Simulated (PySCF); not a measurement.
# CH7FP2Si: the cost of one run

The runs use PySCF 2.14.0, with density-fitted response routines of our own; the level of theory stands in each step. All values are computed, except where a source is named. Atoms are numbered from 0 throughout.

### Step 1. Starting geometry

12 atoms, charge 0, multiplicity 1; geometry from: GFN2-xTB. The atoms were then displaced at random by about 0.01 Å, so the start is not that level's minimum.

Bonds of the start (Å): F0–C1 1.38, C1–Si2 1.93, Si2–P3 2.31, Si2–P4 2.24, C1–H5 1.09, C1–H6 1.09, Si2–H7 1.47, P3–H8 1.42, P3–H9 1.37, P4–H10 1.40, P4–H11 1.37.

### Step 2. Geometry optimisation at PBE0-D3(BJ)/def2-SVP

The job: settings as JSON, then the geometry in Å.

```
{"job": {"xc": "PBE0", "basis": "def2-SVP", "d3": "d3bj", "grid": 1, "shake": 0.01, "kind": "geom"}, "charge": 0, "multiplicity": 1}
F      0.604000     2.388360    -0.245420
C     -0.483500     1.557140    -0.034540
Si    -0.028380    -0.227020    -0.611560
P      2.042180    -0.862560     0.180750
P     -1.787490    -1.492000    -0.027110
H     -1.328490     1.971030    -0.593950
H     -0.697120     1.616860     1.036320
H      0.096180    -0.201550    -2.075390
H      1.661700    -0.725880     1.543180
H      2.544240     0.407110     0.141160
H     -1.317220    -1.822640     1.248770
H     -1.266410    -2.637120    -0.571240
```

The run is started by

```bash
$ OMP_NUM_THREADS=1 python probes_run.py task.json out
```

The driver reads the jobs from task.json and runs them one after another.

Q: Estimate the wall time and peak memory of this first job on 1 thread of Arm Neoverse V1, shared host.

About 45 s, with a peak of 0.5 GiB.
